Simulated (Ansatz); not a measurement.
**BHOZn: one species, many methods**

An exercise on one series of results from a longer session: the logs are not shown, and one member is left open.

Program: Ansatz 0.2.0, Gaussian basis. Level of theory: functionals in def2-TZVPP, the program's frozen cores in correlated methods. These are calculated values, not measurements.

The runs, in order: LDA (SPW92), PBE-D4, revPBE-D4, BLYP-D4, r2SCAN-D4, B97M-V, PBE0-D4, B3LYP-D4, r2SCANh-D4, r2SCAN0-D4, HSE06-D4, BHLYP-D4, CAM-B3LYP-D4, LC-ωPBE, ωB97X-V, ωB97M-V, B2PLYP, PBE-QIDH; CCSD(T)/def2-SVP; CCSD(T)/def2-TZVPP; MP2/def2-QZVPP; extrapolation to the limit; RPA on PBE.

### The geometry

The geometry comes from an earlier relaxation with PBE0-D4 in a triple-zeta def2 set; it is a stationary point.

4 atoms, charge 0, spin multiplicity 1.

Atoms are counted from 1 here; the program's logs count them from 0.

Bond lengths: B1–O2 1.199 Å, B1–H4 1.173 Å. Angles: O2–B1–H4 178.5°.

Set-up of the first run:

Input file in.yaml:

```yaml
crystal:
  periodic: [false, false, false]
  atoms:
    - {symbol: B, position_ang: [0.446561, 0.324591, 0.685690]}
    - {symbol: O, position_ang: [0.126067, 1.435788, 0.368788]}
    - {symbol: Zn, position_ang: [-1.291867, -1.069698, -2.093877]}
    - {symbol: H, position_ang: [0.774740, -0.750881, 1.019098]}
basis:
  gaussian: {orbitals: def2-TZVPP}
hamiltonian: {xc: lda}
output: {orbitals: {seedname: orbitals}}
```

Launch:

```sh
ansatz run in.yaml --threads 2 --pin off --events-out ev --progress --plain --max-ram 4352MiB
```

Steps of the session up to this table: LDA; PBE-D4 (GGA); revPBE-D4 (GGA); BLYP-D4 (GGA); r2SCAN-D4 (meta-GGA); B97M-V (meta-GGA); B3LYP-D4 (hybrid); r2SCANh-D4 (hybrid); r2SCAN0-D4 (hybrid); HSE06-D4 (hybrid); BHLYP-D4 (hybrid); CAM-B3LYP-D4 (range-separated); LC-ωPBE (range-separated); ωB97X-V (range-separated); ωB97M-V (range-separated); B2PLYP (double hybrid); PBE-QIDH (double hybrid).

One of the session's tables, all rows but one given; the rest of the session is left out.

It belongs to the step «Orbital energies across the functionals». 

| functional | HOMO (eV) | gap (eV) |
| --- | --- | --- |
| LDA (SPW92) | -6.17 | 4.30 |
| PBE-D4 | -5.92 | 4.28 |
| revPBE-D4 | -5.82 | 4.28 |
| BLYP-D4 | ? | ? |
| r2SCAN-D4 | -6.14 | 4.77 |
| B97M-V | -5.85 | 4.33 |
| PBE0-D4 | -6.64 | 5.73 |
| B3LYP-D4 | -6.61 | 5.49 |
| r2SCANh-D4 | -6.41 | 5.30 |
| r2SCAN0-D4 | -6.82 | 6.07 |
| HSE06-D4 | -6.23 | 4.96 |
| BHLYP-D4 | -7.33 | 7.11 |
| CAM-B3LYP-D4 | -7.93 | 7.90 |
| LC-ωPBE | -8.99 | 9.94 |
| ωB97X-V | -8.71 | 9.58 |
| ωB97M-V | -8.71 | 9.40 |

Q: Estimate the row for BLYP-D4 from the others.

Worked estimate for «HOMO (eV)». Against the share of exact exchange, B3LYP-D4 (0.2, -6.61), BHLYP-D4 (0.5, -7.33) give a slope of -2.40 per unit share; at 0 the line stands at -6.13.

The run gave: HOMO (eV): -5.87; gap (eV): 4.33. In «HOMO (eV)» the line misses by -0.26.
